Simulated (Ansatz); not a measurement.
The same path of a periodic cell of 17 atoms, Mg₈HO₈ (host MgO, host structure Fm-3m, interstitial H), cell charge +1 was run twice with different band settings. Lost on the way: Mg5–H17. Made: Mg11–H17.

Method: DFT LDA, scalar-relativistic, plane waves, PAW in Ansatz. Settings: PAW set soft_1, cutoff 420 eV, k mesh 2x2x2, fermi-dirac smearing 0.02 eV, no spin polarisation.

Relaxed end points:

```xyz
17
Lattice="0.0000 4.2993 4.2993 4.2993 0.0000 4.2993 4.2993 4.2993 0.0000" Properties=species:S:1:pos:R:3
Mg 0.181 -0.010 0.010
O 2.174 2.150 2.150
Mg 2.199 2.145 -0.048
O 4.339 4.319 2.111
Mg 2.140 -0.010 1.970
O 4.300 2.150 4.276
Mg 4.307 2.157 2.143
O 6.455 4.305 4.294
Mg 0.033 2.182 2.118
O 2.203 4.352 4.247
Mg 2.199 4.348 2.155
O 4.339 6.488 4.280
Mg 2.140 2.330 4.310
O 4.300 4.323 6.450
Mg 4.295 4.348 4.251
O 6.469 6.488 6.411
H 2.727 0.577 3.723
```

```xyz
17
Lattice="0.0000 4.2993 4.2993 4.2993 0.0000 4.2993 4.2993 4.2993 0.0000" Properties=species:S:1:pos:R:3
Mg 0.179 -0.011 -0.008
O 2.168 2.187 2.190
Mg 2.197 2.143 0.051
O 4.298 4.322 2.151
Mg 2.197 0.047 2.147
O 4.298 2.148 4.325
Mg 4.330 2.180 2.184
O 6.454 4.304 4.307
Mg 0.005 2.155 2.158
O 2.201 4.350 4.354
Mg 2.139 4.288 2.332
O 4.337 6.486 4.321
Mg 2.139 2.328 4.292
O 4.337 4.317 6.489
Mg 4.293 4.347 4.350
O 6.472 6.447 6.451
H 2.725 0.576 4.879
```

Common settings: movable images 3; climbing image yes; spring 5.0 eV/Å²; force threshold 0.05 eV/Å; end points relaxed.

| run | optimiser | start path | iteration limit | largest step |
| --- | --- | --- | --- | --- |
| 1 | quadratic models (default) | IDPP | 80 | default |
| 2 | fire | default | 50 | 1.0 Å |

Question: What does each run give, and how far can it be trusted?

Answer: Run 1: converged after 7 iterations, highest image 0.052 eV above the first end. By the program's own check the climbing image is a first-order saddle point (lowest curvatures found: -0.37 and 1.12 eV/Å²).
Run 2: converged after 36 iterations, highest image 0.055 eV above the first end. The order of the stationary point at the top wasn't checked.
Limits of this set-up: coarse k mesh, PAW files made for another functional, charged cell in a uniform background, uncorrected.
